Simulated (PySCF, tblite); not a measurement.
# C₈H₉N: geometry, infrared bands, NMR shifts and electronic excitations

Aim: predict the infrared bands, NMR shifts and electronic excitations of C₈H₉N (`C=C(C)c1ccccn1`).

Computed with tblite 0.8.0 and PySCF 2.14.0, with density-fitted response routines of our own, on a single molecule in the gas phase. Atoms count from 0, in the outputs and in this text.

### 1 The molecule as given

18 atoms, charge 0, multiplicity 1; geometry from: GFN2-xTB.

Bonds of the start (Å): C0–C1 1.33, C1–C2 1.50, C1–C3 1.47, C3–C4 1.40, C4–C5 1.38, C5–C6 1.39, C6–C7 1.39, C7–N8 1.32, N8–C3 1.33, C0–H9 1.08, C0–H10 1.08, C2–H11 1.09, C2–H12 1.09, C2–H13 1.09, C4–H14 1.08, C5–H15 1.08, C6–H16 1.08, C7–H17 1.08.

### 2 Vibrational analysis with GFN2-xTB

The job: settings as JSON, then the geometry in Å.

```
{"job": {"kind": "ir", "xc": "GFN2-xTB", "basis": "xTB"}, "charge": 0, "multiplicity": 1}
C     -2.026116    -1.434803    -0.110491
C     -1.428274    -0.263128     0.091827
C     -2.209855     0.959660     0.463786
C      0.025675    -0.063612    -0.015924
C      0.913745    -1.058916    -0.435640
C      2.264441    -0.772328    -0.502222
C      2.703732     0.495655    -0.153318
C      1.749849     1.418883     0.246921
N      0.461763     1.152982     0.313560
H     -1.497013    -2.334772    -0.368649
H     -3.094329    -1.534442    -0.018140
H     -1.865205     1.338694     1.423378
H     -3.272480     0.740325     0.520666
H     -2.039822     1.744282    -0.270271
H      0.557764    -2.038913    -0.708869
H      2.967177    -1.528263    -0.824100
H      3.749170     0.758771    -0.193595
H      2.031020     2.426242     0.529424
```

**Question.** This job is followed by: PBE0-D3(BJ)/def2-SVP geometry optimisation, gas phase; GIAO PBE0/pcSseg-1 NMR shielding, non-relativistic, gas phase; TDDFT PBE0/def2-SVPD, vertical, gas phase, core orbitals frozen in the response; GIAO WP04/pcSseg-1 NMR shielding, non-relativistic, gas phase. What will the session give for the following? strongest single infrared mode (GFN2-xTB); zero-point energy (GFN2-xTB); point group; rotational constants (main isotopes); ¹³C shifts against TMS (PBE0/pcSseg-1); ¹H shifts against TMS (PBE0/pcSseg-1, means over atoms taken as alike); ¹⁵N shifts against NH3 (PBE0/pcSseg-1); lowest singlet (PBE0/def2-SVPD); brightest single state of those computed; lowest triplet; vertical ionisation energy (ΔSCF); vertical electron affinity (ΔSCF); range of the shift of N8.

The runs gave:

| quantity | value |
| --- | --- |
| strongest single infrared mode (GFN2-xTB) | 3095 cm⁻¹, 54 km/mol |
| zero-point energy (GFN2-xTB) | 91.1 kcal/mol |
| point group | C1 |
| rotational constants (main isotopes) | 3.66, 1.27, 0.95 GHz |
| ¹³C shifts against TMS (PBE0/pcSseg-1) | 161.1, 154.6, 153.5, 140.6, 126.6, 122.5, 119.7, 23.7 ppm |
| ¹H shifts against TMS (PBE0/pcSseg-1, means over atoms taken as alike) | 8.71, 7.90, 7.66, 7.05, 6.19, 5.72, 2.29 ppm |
| ¹⁵N shifts against NH3 (PBE0/pcSseg-1) | 353.6 ppm |
| lowest singlet (PBE0/def2-SVPD) | 4.52 eV (274 nm), f = 0.001 |
| brightest single state of those computed | state 2, 4.93 eV, f = 0.322 |
| lowest triplet | 3.17 eV |
| vertical ionisation energy (ΔSCF) | 8.45 eV |
| vertical electron affinity (ΔSCF) | -0.32 eV (unbound: the value hangs on the basis) |
| range of the shift of N8 | 346.4 to 353.6 ppm |

What this shows: The lowest mode is imaginary (36i cm⁻¹), so the xTB geometry is not a minimum. The strongest single mode, at 3095 cm⁻¹, moves mainly H16. GFN2-xTB is a fitted tight-binding method: band positions and strengths are rough. Its intensities can rank the bands wrongly. The optimisation took 3 steps and gained 0.054 eV; among the close pairs (by a distance rule), C0–H9 changed most, from 1.075 to 1.092 Å. At PBE0/pcSseg-1: The largest span, 694 ppm, is at N8, where the paramagnetic term is -421 ppm. NICS(1)zz of -26 ppm above the planar ring from C3 marks a diatropic (aromatic) ring current. The first singlet state (HOMO−1→LUMO 0.98) lies at 4.52 eV and is dark; of the 10 states computed, the strongest absorption comes from state 2 at 4.93 eV. The lowest triplet lies 1.35 eV below the lowest singlet (triplets in Tamm-Dancoff, singlets in full TDDFT). The orbital energy would give 6.77 eV for ionisation, ΔSCF gives 8.45 eV. Across the 2 runs the shift of N8 moves most, between 346.4 (WP04/pcSseg-1) and 353.6 ppm (PBE0/pcSseg-1).
